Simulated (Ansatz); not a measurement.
# GeAsH2+ (triplet): wave-function methods side by side, cc-pVTZ

Aim: climb from Hartree-Fock through coupled cluster and multireference methods for GeAsH2+ (triplet) at one geometry and basis, and see what each rung misses.

Method: cc-pVTZ, core rule «outside noble gas», up to 28 orbitals frozen; program: Ansatz 0.2.0, Gaussian basis.

Plan: UHF; CCSD(T) on ROHF; CCSD(T) on UHF; BCCD(T) on ROHF; CCSDT(Q) on ROHF; CCSDT(Q) on UHF; CASSCF and MRCISD+Q, 10 electrons in 10 orbitals; CASSCF and NEVPT2, 10 electrons in 10 orbitals.

3 further runs of the same task are left out: 3 set aside as unsound or not needed.

**1. What is computed**

The geometry is a PBE0/def2-TZVP stationary point (not a proven minimum) of the parent state, kept for this charge and spin. No spin-orbit coupling is included. The filled d shell of Ge, As may be among the frozen orbitals whatever the setting's name suggests; the logs give the count.

4 atoms, charge 1, spin multiplicity 3.

Atoms are counted from 1 here; the program's logs count them from 0.

Bond lengths: Ge1–As2 2.536 Å, As2–H3 1.528 Å, As2–H4 1.528 Å. Angles: Ge1–As2–H3 101.5°, Ge1–As2–H4 101.5°, H3–As2–H4 91.4°.

**2. UHF**

The input, in.yaml:

```yaml
crystal:
  periodic: [false, false, false]
  atoms:
    - {symbol: Ge, position_ang: [0.023811, 0.000000, 1.308474]}
    - {symbol: As, position_ang: [-0.049053, 0.000000, -1.226664]}
    - {symbol: H, position_ang: [0.965114, 1.093504, -1.559579]}
    - {symbol: H, position_ang: [0.965111, -1.093507, -1.559579]}
basis:
  gaussian: {orbitals: cc-pVTZ}
total_charge: 1
magnetization: {spin_polarized: true, initial_magnetization: 2}
hamiltonian: {xc: hf}
output: {orbitals: {seedname: orbitals}}
```

The run is started by

```bash
$ ansatz run in.yaml --threads 1 --pin off --events-out ev --progress --plain --max-ram 4096MiB --backend cpu
```

After this run come: CCSD(T) on ROHF; CCSD(T) on UHF; BCCD(T) on ROHF; CCSDT(Q) on ROHF; CCSDT(Q) on UHF; CASSCF and MRCISD+Q, 10 electrons in 10 orbitals; CASSCF and NEVPT2, 10 electrons in 10 orbitals.

Q: Predict the results of all the runs planned. Wanted: UCCSDT(Q) from the RHF energy; RMP2 from UCCSDT(Q); UMP2 from UCCSDT(Q); RCCSD from UCCSDT(Q); RCCSD(T) from UCCSDT(Q); UCCSD(T) from UCCSDT(Q); RCCSDT(Q) from UCCSDT(Q); NEVPT2 valence from UCCSDT(Q); MRCISD+Q valence from UCCSDT(Q).

**Answer**, as computed:

| quantity | value |
| --- | --- |
| UCCSDT(Q) from the ROHF energy | -6.3774 eV |
| RMP2 from UCCSDT(Q) | +28.23 kcal/mol |
| UMP2 from UCCSDT(Q) | +29.42 kcal/mol |
| RCCSD from UCCSDT(Q) | +6.84 kcal/mol |
| RCCSD(T) from UCCSDT(Q) | +1.36 kcal/mol |
| UCCSD(T) from UCCSDT(Q) | +1.20 kcal/mol |
| RCCSDT(Q) from UCCSDT(Q) | +0.23 kcal/mol |
| NEVPT2 valence from UCCSDT(Q) | +23.66 kcal/mol |
| MRCISD+Q valence from UCCSDT(Q) | +1.32 kcal/mol |
| levels within 1 kcal/mol (43 meV) | RCCSDT, UCCSDT, RCCSDT(Q) |
| T1 diagnostic | 0.027 |
| effectively unpaired electrons | 2.04 |

In words: RCCSD(T) misses by +1.36 kcal/mol, 0.9 % of the correlation energy. One determinant dominates. Of the multireference levels listed MRCISD+Q valence comes nearest in total energy (+1.32 kcal/mol), which doesn't show that its space is the better one. These misses are within one basis, not against nature; the frozen cores of restricted and unrestricted runs differ, which can shift their rows.
